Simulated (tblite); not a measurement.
# BrFH3Si: the cost of one run

Computed with tblite 0.8.0 and PySCF 2.14.0; each step states its level. No surroundings beyond the atoms listed, unless a continuum is named. Atoms count from 0, parts from 1.

### 1 The system as given

6 atoms, charge -1, multiplicity 1; geometry: rigid parts in contact. Parts: 1 = atoms 0–4, `F[SiH3]`, charge 0; 2 = atom 5, `[Br-]`, charge -1.

### 2 Bringing the parts together with GFN2-xTB

The job: settings as JSON, then the geometry in Å.

```
{"job": {"kind": "dock", "xc": "GFN2-xTB", "basis": "xTB"}, "charge": -1, "multiplicity": 1, "parts": [{"atoms": "0-4", "charge": 0, "multiplicity": 1}, {"atoms": "5-5", "charge": -1, "multiplicity": 1}]}
Si    -0.091902     0.014393    -0.011262
F      1.484821    -0.226203     0.176372
H     -0.229958     1.435748    -0.285533
H     -0.473704    -0.832096    -1.130164
H     -0.689257    -0.391843     1.250586
Br    -3.365074    -0.891902    -1.003476
```

Method: GFN2-xTB search for minima from random contacts, gas phase.

The run is started by

```bash
> OMP_NUM_THREADS=1 python cluster_run.py task.json out
```

This one command runs all jobs of the session in turn.

Q: Estimate the wall time of this first job on 1 thread of Arm Neoverse N1, shared host.

About 6 s.
